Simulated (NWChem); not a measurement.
# CH4FSi (SMILES C[SiH]F): UM06-2X/jorge-TZP

What is the electronic atomisation energy of CH4FSi at UM06-2X/jorge-TZP? 

The results are computed with NWChem 7.3.0.

## (1) The system as given

CH4FSi: 7 atoms, total charge 0, spin state doublet. SMILES: `C[SiH]F`. The shape is that of a PBE0-D4/def2-TZVP optimisation.

Bond lengths: C1–Si2 1.864 Å, Si2–F3 1.609 Å, C1–H4 1.091 Å, C1–H5 1.093 Å, C1–H6 1.094 Å, Si2–H7 1.494 Å. Angles: C1–Si2–F3 108.7°, C1–Si2–H7 111.7°, F3–Si2–H7 106.7°, Si2–C1–H4 111.5°, Si2–C1–H5 109.9°, Si2–C1–H6 110.0°, H4–C1–H5 108.4°, H4–C1–H6 108.5°, H5–C1–H6 108.5°.

## (2) The energy at UM06-2X/jorge-TZP (run 1)

calc.nw

```
start calc
memory stack 880 mb heap 220 mb global 1100 mb
charge 0
geometry units angstroms noautosym nocenter noautoz
 C       -0.653500       0.389500      -0.298000
 Si       0.917400      -0.594100      -0.104100
 F        0.640700      -1.812800       0.909600
 H       -1.444900      -0.207800      -0.754100
 H       -0.470200       1.260900      -0.931700
 H       -1.000700       0.738300       0.679600
 H        2.011300       0.226000       0.498700
end
basis "ao basis" spherical bse
 C library jorge-TZP
 Si library jorge-TZP
 F library jorge-TZP
 H library jorge-TZP
end
dft
 xc m06-2x
 mult 2
 grid fine
 convergence energy 1e-08
 maxiter 100
 mulliken
 print low
end
task dft energy
```

Run with:

```
$ nwchem calc.nw > calc.out
```

Output:

```text
[...]
 d= 0,ls=0.0,diis     1   -429.7894201120 -5.37D+02  2.56D-03  1.32D+00     7.6
[...]
 d= 0,ls=0.0,diis    11   -429.8521357180 -5.87D-09  6.97D-08  2.47D-10    79.5
[...]
         Total DFT energy =     -429.852135718012
      One electron energy =     -806.832351309522
           Coulomb energy =      308.373096442724
    Exchange-Corr. energy =      -38.275340563986
 Nuclear repulsion energy =      106.882459712771
[...]
      Total Density - Mulliken Population Analysis
     ---------------------------------------------
    Atom       Charge   Shell Charges
 -----------   ------   -------------------------------------------------------
    1 C    6     6.22   0.55  1.40  0.01  0.70  0.57  1.32  1.08  0.58  0.01  0.00  0.00
    2 Si  14    13.57   0.20  0.53  0.87  0.36  1.60  0.38  0.71  0.61  4.96  0.96  0.68  1.04  0.23  0.20  0.17  0.07
    3 F    9     9.36   0.58  1.38  0.25  0.92  0.79  2.26  2.12  1.05  0.00  0.01  0.00
    4 H    1     0.93   0.26  0.51  0.11  0.02  0.01  0.00
    5 H    1     0.94   0.26  0.52  0.12  0.02  0.01  0.00
    6 H    1     0.93   0.26  0.51  0.12  0.02  0.01  0.00
    7 H    1     1.06   0.24  0.53  0.27  0.01  0.00  0.00
[...]
      <S2> =      0.7520 (Exact =     0.7500)
[...]
```

It took 80 s on 1 thread of Intel Xeon Platinum 8488C (Sapphire Rapids), shared host; peak memory 0.12 GiB.

## (3) The C atom (run 2)

mol.nw

```
start mol
memory 2200 mb
charge 0

geometry units angstroms noautosym nocenter noautoz
 C        0.000000       0.000000       0.000000
end

basis spherical bse
 * library jorge-TZP
end

dft
 xc m06-2x
 mult 3
 grid fine
 convergence energy 1e-08
 maxiter 100
 mulliken
 noprint "final vectors analysis"
end

task dft energy
```

Run with:

```
$ nwchem mol.nw > mol.out
```

Output:

```text
[...]
          Wavefunction type:  spin polarized.
          No. of atoms     :     1
          No. of electrons :     6
[...]
          Charge           :     0
          Spin multiplicity:     3
[...]
          AO basis - number of functions:    31
[...]
              XC Information
              --------------
                       M06-2X Method XC Functional
                     Hartree-Fock (Exact) Exchange  0.540
                        M06-2X Exchange Functional  1.000
                      M06-2X Correlation Potential  1.000
[...]
 d= 0,ls=0.0,diis     1    -37.8010518230 -3.78D+01  1.01D-02  9.36D-02     0.1
[...]
 d= 0,ls=0.0,diis     7    -37.8413115907 -5.53D-10  4.99D-07  5.14D-11     0.7
[...]
         Total DFT energy =      -37.841311590663
      One electron energy =      -50.478060858024
           Coulomb energy =       17.855394006929
    Exchange-Corr. energy =       -5.218644739568
 Nuclear repulsion energy =        0.000000000000
[...]
      Total Density - Mulliken Population Analysis
     ---------------------------------------------
    Atom       Charge   Shell Charges
 -----------   ------   -------------------------------------------------------
    1 C    6     6.00   0.56  1.39  0.01  0.96  1.08  0.80  0.72  0.47  0.00  0.00  0.00
     --------------------------------------------
      Spin Density - Mulliken Population Analysis
     --------------------------------------------
    Atom       Charge   Shell Charges
 -----------   ------   -------------------------------------------------------
    1 C    6     2.00   0.00 -0.00 -0.00  0.07 -0.06  0.80  0.72  0.47 -0.00 -0.00  0.00
[...]
      <S2> =      2.0023 (Exact =     2.0000)
[...]
```

Wall time 1.4 s (1 thread of Intel Xeon Platinum 8488C (Sapphire Rapids), shared host); peak memory 0.1 GiB.

## (4) The F atom (run 3)

sp.nw

```
start sp
title "F energy"
memory total 2200 mb
geometry units bohr noautosym nocenter noautoz
  F    0.00000000   0.00000000   0.00000000
end
basis spherical bse
  * library jorge-TZP
end
dft
  xc m06-2x
  mult 2
  grid fine
  convergence energy 1e-08
  iterations 100
  mulliken
  print low
end
task dft energy
```

Run with:

```
$ nwchem sp.nw > sp.out
```

Output:

```text
[...]
 d= 0,ls=0.0,diis     1    -99.7207192896 -9.97D+01  2.75D-03  7.50D-02     0.1
[...]
 d= 0,ls=0.0,diis    20    -99.7303797117 -5.16D-09  3.79D-07  6.00D-10     1.9
[...]
         Total DFT energy =      -99.730379711747
      One electron energy =     -139.172126136008
           Coulomb energy =       49.786283192379
    Exchange-Corr. energy =      -10.344536768117
 Nuclear repulsion energy =        0.000000000000
[...]
      Total Density - Mulliken Population Analysis
     ---------------------------------------------
    Atom       Charge   Shell Charges
 -----------   ------   -------------------------------------------------------
    1 F    9     9.00   0.59  1.38  0.26  0.98  0.80  2.18  1.91  0.91  0.00  0.00  0.00
     --------------------------------------------
      Spin Density - Mulliken Population Analysis
     --------------------------------------------
    Atom       Charge   Shell Charges
 -----------   ------   -------------------------------------------------------
    1 F    9     1.00   0.00 -0.00  0.01  0.01 -0.02  0.48  0.40  0.12  0.00  0.00  0.00
[...]
      <S2> =      0.7516 (Exact =     0.7500)
[...]
```

It took 2.5 s on 1 thread of Intel Xeon Platinum 8488C (Sapphire Rapids), shared host; peak memory 0.1 GiB.

Run 4 isn't shown in full; the table further down has it.

## (5) The Si atom, same level (run 5)

nw.nw

```
start nw
memory total 2200 mb

geometry noautosym nocenter noautoz
Si     0.000000     0.000000     0.000000
end

basis "ao basis" spherical bse
* library jorge-TZP
end

dft
xc m06-2x
mult 3
grid fine
convergence energy 1e-08
iterations 100
mulliken
noprint "final vectors analysis"
end

task dft
```

Run the same way, it converges to -289.35219 Eh (log not shown).

## (6) All runs side by side

```tsv
run	partner	energy (Eh)	⟨S²⟩	wall time
1	base	-429.852136	0.752	80 s
2	atoms	-37.841312	2.002	1.4 s
3	atoms	-99.730380	0.752	2.5 s
4	atoms	-0.498092	0.750	0.8 s
5	atoms	-289.352188	2.003	2.4 s
```

## (7) Results

Level: UM06-2X/jorge-TZP.

| quantity | value |
| --- | --- |
| Si atom: total energy | -289.35219 Eh |
| Si atom: ⟨S²⟩ | 2.003 |
| electronic atomisation energy | 25.467 eV |

**Reading.** Taking the molecule apart into free atoms costs 25.47 eV (2457 kJ/mol), before zero-point energy and without spin-orbit coupling. All runs together took 88 s, the longest 80 s.
